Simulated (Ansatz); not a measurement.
# CH₃CuS: up Jacob's ladder to CCSD(T)

One table from this session's results is given with a row withheld; the runs are named, their logs left out.

Computed with Ansatz 0.2.0, Gaussian basis. Level: functionals in def2-TZVPP, the program's frozen cores in correlated methods.

Plan: LDA (SPW92), PBE-D4, revPBE-D4, BLYP-D4, r2SCAN-D4, B97M-V, PBE0-D4, B3LYP-D4, r2SCANh-D4, r2SCAN0-D4, HSE06-D4, BHLYP-D4, CAM-B3LYP-D4, LC-ωPBE, ωB97X-V, ωB97M-V, B2PLYP, PBE-QIDH; CCSD(T)/def2-SVP; CCSD(T)/def2-TZVPP; MP2/def2-QZVPP; extrapolation to the limit; RPA on PBE.

### The geometry

An earlier PBE0-D4 in a triple-zeta def2 set relaxation fixed the geometry.

SMILES `C[S][Cu]`, 6 atoms, charge 0, spin multiplicity 1.

Atoms are counted from 1 here; the program's logs count them from 0.

Bond lengths: C1–S2 1.819 Å, C1–H4 1.092 Å, C1–H5 1.089 Å, C1–H6 1.089 Å, S2–Cu3 2.119 Å. Angles: S2–C1–H4 106.3°, S2–C1–H5 112.1°, S2–C1–H6 112.0°, H4–C1–H5 108.3°, H4–C1–H6 108.3°, H5–C1–H6 109.7°, C1–S2–Cu3 104.2°.

Geometry (Å):

```xyz
6

C    -0.3610    0.3494   -0.3194
S     0.1317   -1.3554    0.0814
Cu    1.7270   -1.1267    1.4568
H    -1.1841    0.2714   -1.0325
H     0.4468    0.9088   -0.7899
H    -0.7183    0.8885    0.5573
```

The first run:

File in.yaml:

```yaml
crystal:
  periodic: [false, false, false]
  atoms:
    - {symbol: C, position_ang: [-0.361006, 0.349393, -0.319360]}
    - {symbol: S, position_ang: [0.131691, -1.355422, 0.081380]}
    - {symbol: Cu, position_ang: [1.727000, -1.126672, 1.456814]}
    - {symbol: H, position_ang: [-1.184077, 0.271414, -1.032478]}
    - {symbol: H, position_ang: [0.446792, 0.908780, -0.789865]}
    - {symbol: H, position_ang: [-0.718300, 0.888506, 0.557310]}
basis:
  gaussian: {orbitals: def2-TZVPP}
hamiltonian: {xc: lda}
output: {orbitals: {seedname: orbitals}}
```

Among the steps run: LDA; PBE-D4 (GGA); revPBE-D4 (GGA); BLYP-D4 (GGA); r2SCAN-D4 (meta-GGA); B97M-V (meta-GGA); PBE0-D4 (hybrid); B3LYP-D4 (hybrid); r2SCANh-D4 (hybrid); r2SCAN0-D4 (hybrid); HSE06-D4 (hybrid); BHLYP-D4 (hybrid); CAM-B3LYP-D4 (range-separated); LC-ωPBE-D4 (range-separated; the results give it without D4); ωB97X-V (range-separated); ωB97M-V (range-separated); B2PLYP (double hybrid); PBE-QIDH (double hybrid).

One of the session's tables, all rows but one given; the rest of the session is left out.

It belongs to the step «Orbital energies across the functionals». 

| functional | HOMO (eV) | LUMO (eV) | gap (eV) |
| --- | --- | --- | --- |
| LDA (SPW92) | -4.91 | -3.49 | 1.42 |
| PBE-D4 | -4.74 | -3.28 | 1.46 |
| revPBE-D4 | -4.67 | -3.18 | 1.49 |
| BLYP-D4 | -4.65 | -3.28 | 1.37 |
| r2SCAN-D4 | -4.87 | -3.03 | 1.84 |
| B97M-V | -4.98 | -3.27 | 1.71 |
| PBE0-D4 | -5.81 | -2.38 | 3.42 |
| B3LYP-D4 | -5.66 | -2.74 | 2.92 |
| r2SCANh-D4 | -5.29 | -2.70 | 2.60 |
| r2SCAN0-D4 | ? | ? | ? |
| HSE06-D4 | -5.41 | -2.75 | 2.66 |
| BHLYP-D4 | -6.76 | -1.69 | 5.08 |
| CAM-B3LYP-D4 | -7.11 | -1.62 | 5.50 |
| LC-ωPBE | -8.33 | -0.42 | 7.91 |
| ωB97X-V | -8.03 | -0.55 | 7.48 |
| ωB97M-V | -7.94 | -0.84 | 7.10 |

**Question.** Estimate the row for r2SCAN0-D4.

Worked estimate for «HOMO (eV)». Against the share of exact exchange, r2SCAN-D4 (0, -4.87), r2SCANh-D4 (0.1, -5.29) give a slope of -4.20 per unit share; at 0.25 the line stands at -5.92.

**Answer.** HOMO (eV): -5.91; LUMO (eV): -2.22; gap (eV): 3.68. In «HOMO (eV)» the line misses by -0.01.
